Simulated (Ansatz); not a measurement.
# C4H7Al: one species, many methods

Aim: compute C4H7Al with functionals from several rungs and with coupled cluster. The yardstick is the atomisation energy at the CCSD(T) limit.

Program: Ansatz 0.2.0, Gaussian basis. Level of theory: functionals in def2-TZVPP, the program's frozen cores in correlated methods. These are calculated values, not measurements.

Plan: PBE-D4, r2SCAN-D4, PBE0-D4, B3LYP-D4, ωB97X-V, ωB97M-V, B2PLYP; CCSD(T)/def2-TZVPP; MP2/def2-QZVPP; extrapolation to the limit.

## Step 1: The geometry

An earlier PBE0-D4 in a triple-zeta def2 set relaxation fixed the geometry.

SMILES `C[C]1([AlH2])C=C1`, 12 atoms, charge 0, spin multiplicity 1.

Atoms are counted from 1 here; the program's logs count them from 0.

Bond lengths: C1–C2 1.520 Å, C1–H6 1.095 Å, C1–H7 1.096 Å, C1–H8 1.095 Å, C2–Al3 1.951 Å, C2–C4 1.532 Å, C2–C5 1.532 Å, Al3–H9 1.595 Å, Al3–H10 1.591 Å, C4–C5 1.281 Å, C4–H11 1.077 Å, C5–H12 1.077 Å. Angles: C2–C1–H6 111.6°, C2–C1–H7 111.2°, C2–C1–H8 111.6°, H6–C1–H7 107.7°, H6–C1–H8 106.8°, H7–C1–H8 107.7°, C1–C2–Al3 119.8°, C1–C2–C4 117.2°, C1–C2–C5 117.2°, Al3–C2–C4 117.1°, Al3–C2–C5 117.0°, C4–C2–C5 49.4°, C2–Al3–H9 122.2°, C2–Al3–H10 117.9°, H9–Al3–H10 119.9°, C2–C4–C5 65.3°, C2–C4–H11 144.4°, C5–C4–H11 150.2° and more.

Geometry (Å):

```mol
C4H7Al
  3D, bonds by distance, orders not assigned

 12 12  0  0  0  0  0  0  0  0999 V2000
   -1.4020    0.1271    0.5044 C   0  0
    0.0040   -0.0050   -0.0573 C   0  0
    1.5219   -0.1615    1.1579 Al  0  0
    0.1486   -0.6493   -1.4395 C   0  0
    0.2733    0.6256   -1.4274 C   0  0
   -1.5008    1.0151    1.1374 H   0  0
   -2.1433    0.2056   -0.2986 H   0  0
   -1.6710   -0.7352    1.1233 H   0  0
    1.3471   -0.1442    2.7427 H   0  0
    2.9729   -0.3098    0.5223 H   0  0
    0.1096   -1.5796   -1.9805 H   0  0
    0.4166    1.5559   -1.9506 H   0  0
  1  2  8  0
  2  3  8  0
  2  4  8  0
  4  5  8  0
  1  6  8  0
  1  7  8  0
  1  8  8  0
  3  9  8  0
  3 10  8  0
  4 11  8  0
  5 12  8  0
  2  5  8  0
M  END
```

## Step 2: PBE-D4 (GGA)

in.yaml

```yaml
crystal:
  periodic: [false, false, false]
  atoms:
    - {symbol: C, position_ang: [-1.402030, 0.127112, 0.504421]}
    - {symbol: C, position_ang: [0.004014, -0.005023, -0.057311]}
    - {symbol: Al, position_ang: [1.521867, -0.161455, 1.157878]}
    - {symbol: C, position_ang: [0.148606, -0.649295, -1.439467]}
    - {symbol: C, position_ang: [0.273342, 0.625637, -1.427444]}
    - {symbol: H, position_ang: [-1.500780, 1.015075, 1.137372]}
    - {symbol: H, position_ang: [-2.143322, 0.205627, -0.298605]}
    - {symbol: H, position_ang: [-1.670967, -0.735180, 1.123284]}
    - {symbol: H, position_ang: [1.347100, -0.144202, 2.742728]}
    - {symbol: H, position_ang: [2.972927, -0.309831, 0.522324]}
    - {symbol: H, position_ang: [0.109619, -1.579591, -1.980473]}
    - {symbol: H, position_ang: [0.416624, 1.555926, -1.950608]}
basis:
  gaussian: {orbitals: def2-TZVPP}
hamiltonian: {xc: pbe, dispersion: d4}
output: {forces: true, orbitals: {seedname: orbitals}}
```

Run with:

```console
> ansatz run in.yaml --threads 4 --pin off --events-out ev --progress --plain --max-ram 10444MiB
```

Further steps of the session: r2SCAN-D4 (meta-GGA); PBE0-D4 (hybrid); B3LYP-D4 (hybrid); ωB97X-V (range-separated); ωB97M-V (range-separated); B2PLYP (double hybrid); CCSD(T) in def2-TZVPP; MP2 in def2-QZVPP.

Before running them: what should the planned runs give, taken together? Wanted: atomisation energy, CCSD(T)/CBS; farthest; mean size of error, hybrid; mean size of error, range-separated; gap, smallest and largest; T1 diagnostic; triples share of the correlation energy.

As calculated:

```
                               quantity                                value
        atomisation energy, CCSD(T)/CBS                        4490.2 kJ/mol
 functionals within 22.5 kJ/mol (0.5 %)           B3LYP-D4, ωB97X-V, ωB97M-V
                               farthest               PBE-D4 (+108.4 kJ/mol)
             mean size of error, hybrid                          21.8 kJ/mol
    mean size of error, range-separated                          17.8 kJ/mol
              gap, smallest and largest  3.17 eV (PBE-D4), 9.22 eV (ωB97X-V)
                          T1 diagnostic                               0.0102
triples share of the correlation energy                                4.4 %
```

In words: PBE-D4 is off by +108.4 kJ/mol. Double hybrids carry the basis error of their MP2 part in triple zeta, and no dispersion term here, so their miss is partly the set-up's. Misses under about 22.5 kJ/mol are within the doubt on the reference itself, which lacks core-valence correlation, relativity and higher excitations. Hartree-Fock recovers 74 % of the binding; the rest is correlation. The gap grows from 3.2 to 9.2 eV across the functionals, mostly with the share of exact exchange.
